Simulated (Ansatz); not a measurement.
Geometry optimisation, DFT LDA, scalar-relativistic, plane waves, PAW (Ansatz).

Input file:

```yaml
crystal:
  lattice:
    - [10.86, 0.0, 0.0]
    - [0.0, 10.86, 0.0]
    - [0.0, 0.0, 10.86]
  atoms:
    - { symbol: Si, position: [0.5, 0.0, 0.0] }
    - { symbol: Si, position: [0.625, 0.125, 0.125] }
    - { symbol: Si, position: [0.75, 0.25, 0.0] }
    - { symbol: Si, position: [0.875, 0.375, 0.125] }
    - { symbol: Si, position: [0.75, 0.0, 0.25] }
    - { symbol: Si, position: [0.875, 0.125, 0.375] }
    - { symbol: Si, position: [0.0, 0.0, 0.0] }
    - { symbol: Si, position: [0.125, 0.125, 0.125] }
    - { symbol: Si, position: [0.25, 0.25, 0.0] }
    - { symbol: Si, position: [0.375, 0.375, 0.125] }
    - { symbol: Si, position: [0.5, 0.5, 0.0] }
    - { symbol: Si, position: [0.625, 0.625, 0.125] }
    - { symbol: Si, position: [0.75, 0.75, 0.0] }
    - { symbol: Si, position: [0.875, 0.875, 0.125] }
    - { symbol: Si, position: [0.25, 0.0, 0.25] }
    - { symbol: Si, position: [0.375, 0.125, 0.375] }
    - { symbol: Si, position: [0.5, 0.25, 0.25] }
    - { symbol: Si, position: [0.625, 0.375, 0.375] }
    - { symbol: Si, position: [0.75, 0.5, 0.25] }
    - { symbol: As, position: [0.75, 0.75, 0.5], spin: 1.0 }
    - { symbol: Si, position: [0.5, 0.0, 0.5] }
    - { symbol: Si, position: [0.625, 0.125, 0.625] }
    - { symbol: Si, position: [0.75, 0.25, 0.5] }
    - { symbol: Si, position: [0.875, 0.375, 0.625] }
    - { symbol: Si, position: [0.75, 0.0, 0.75] }
    - { symbol: Si, position: [0.875, 0.125, 0.875] }
    - { symbol: Si, position: [0.0, 0.5, 0.0] }
    - { symbol: Si, position: [0.125, 0.625, 0.125] }
    - { symbol: Si, position: [0.25, 0.75, 0.0] }
    - { symbol: Si, position: [0.375, 0.875, 0.125] }
    - { symbol: Si, position: [0.0, 0.25, 0.25] }
    - { symbol: Si, position: [0.125, 0.375, 0.375] }
    - { symbol: Si, position: [0.25, 0.5, 0.25] }
    - { symbol: Si, position: [0.375, 0.625, 0.375] }
    - { symbol: Si, position: [0.5, 0.75, 0.25] }
    - { symbol: Si, position: [0.625, 0.875, 0.375] }
    - { symbol: Si, position: [0.0, 0.0, 0.5] }
    - { symbol: Si, position: [0.125, 0.125, 0.625] }
    - { symbol: Si, position: [0.25, 0.25, 0.5] }
    - { symbol: Si, position: [0.375, 0.375, 0.625] }
    - { symbol: Si, position: [0.5, 0.5, 0.5] }
    - { symbol: Si, position: [0.625, 0.625, 0.625] }
    - { symbol: Si, position: [0.875, 0.875, 0.625] }
    - { symbol: Si, position: [0.25, 0.0, 0.75] }
    - { symbol: Si, position: [0.375, 0.125, 0.875] }
    - { symbol: Si, position: [0.5, 0.25, 0.75] }
    - { symbol: Si, position: [0.625, 0.375, 0.875] }
    - { symbol: Si, position: [0.75, 0.5, 0.75] }
    - { symbol: Si, position: [0.875, 0.625, 0.875] }
    - { symbol: Si, position: [0.0, 0.75, 0.25] }
    - { symbol: Si, position: [0.125, 0.875, 0.375] }
    - { symbol: Si, position: [0.0, 0.5, 0.5] }
    - { symbol: Si, position: [0.125, 0.625, 0.625] }
    - { symbol: Si, position: [0.25, 0.75, 0.5] }
    - { symbol: Si, position: [0.375, 0.875, 0.625] }
    - { symbol: Si, position: [0.0, 0.25, 0.75] }
    - { symbol: Si, position: [0.125, 0.375, 0.875] }
    - { symbol: Si, position: [0.25, 0.5, 0.75] }
    - { symbol: Si, position: [0.375, 0.625, 0.875] }
    - { symbol: Si, position: [0.5, 0.75, 0.75] }
    - { symbol: Si, position: [0.625, 0.875, 0.875] }
    - { symbol: Si, position: [0.0, 0.75, 0.75] }
    - { symbol: Si, position: [0.125, 0.875, 0.875] }
magnetization:
  spin_polarized: true
total_charge: -2
basis:
  ecutwfc: 420.0
kpoints:
  mp_grid: { grid: [1, 1, 1] }
hamiltonian:
  xc: lda
  pseudopotentials: { kind: paw, azcp: { folder: soft_1 } }
scf:
  occupations: { method: gaussian, width: 0.05 }
  lower_state_search: "off"
relax:
  f_tol: 0.03
  max_steps: 60
  adjacent_minimum: "off"
```

Launched with:

```bash
$ ansatz run input.yaml --threads 4 --pin off --max-ram 10240MiB --backend cpu --events-out ev --progress --plain --runs-dir out
```

Q: Where does it end, and by what steps?

A: It converged. Limits of this set-up: coarse k mesh, PAW files made for another functional, charged cell in a uniform background, uncorrected. After 3 steps the energy has fallen by 0.236 eV; As20 moved furthest, 0.27 Å.

```
step  energy less start (eV)  largest force component (eV/Å)  accepted
   0                  0.0000                           0.607       yes
   1                 -0.1930                           0.172       yes
   2                 -0.2287                           0.061       yes
   3                 -0.2364                           0.027       yes
```

```xyz
63
Lattice="10.8600 0.0000 0.0000 0.0000 10.8600 0.0000 0.0000 0.0000 10.8600" Properties=species:S:1:pos:R:3
Si 5.423 0.007 0.017
Si 6.796 1.371 1.369
Si 8.167 2.686 -0.029
Si 9.499 4.067 1.352
Si 8.140 -0.003 2.748
Si 9.497 1.373 4.078
Si -0.005 -0.017 0.019
Si 1.356 1.360 1.359
Si 2.733 2.697 -0.018
Si 4.070 4.074 1.359
Si 5.447 5.435 0.019
Si 6.811 6.812 1.401
Si 8.152 8.138 0.003
Si 9.478 9.479 1.401
Si 2.696 -0.017 2.720
Si 4.089 1.341 4.063
Si 5.447 2.734 2.720
Si 6.811 4.116 4.097
Si 8.200 5.428 2.713
As 8.303 7.987 5.272
Si 5.428 0.002 5.452
Si 6.779 1.383 6.796
Si 8.152 2.718 5.423
Si 9.478 4.116 6.764
Si 8.123 0.002 8.147
Si 9.512 1.341 9.486
Si 0.000 5.430 0.000
Si 1.363 6.791 1.352
Si 2.744 8.123 -0.029
Si 4.059 9.494 1.369
Si 0.000 2.715 2.715
Si 1.363 4.067 4.076
Si 2.715 5.430 2.715
Si 4.057 6.793 4.078
Si 5.433 8.150 2.748
Si 6.788 9.502 4.120
Si -0.033 -0.003 5.435
Si 1.346 1.371 6.779
Si 2.744 2.686 5.408
Si 4.059 4.084 6.779
Si 5.433 5.463 5.435
Si 6.788 6.835 6.787
Si 9.455 9.502 6.787
Si 2.698 0.007 8.152
Si 4.077 1.353 9.498
Si 5.423 2.732 8.152
Si 6.796 4.084 9.516
Si 8.140 5.463 8.142
Si 9.497 6.793 9.518
Si 0.002 8.090 2.713
Si 1.314 9.479 4.097
Si 0.002 5.428 5.375
Si 1.314 6.812 6.764
Si 2.712 8.138 5.423
Si 4.047 9.511 6.796
Si -0.005 2.734 8.128
Si 1.356 4.074 9.505
Si 2.696 5.435 8.128
Si 4.089 6.778 9.486
Si 5.428 8.167 8.147
Si 6.779 9.511 9.528
Si -0.033 8.150 8.142
Si 1.346 9.494 9.516
```

Whether the end is a true minimum wasn't checked by a vibrational analysis.

Time of the run: 59 s on 4 threads of Arm Neoverse V1 (shared host), peak memory 1.6 GiB.
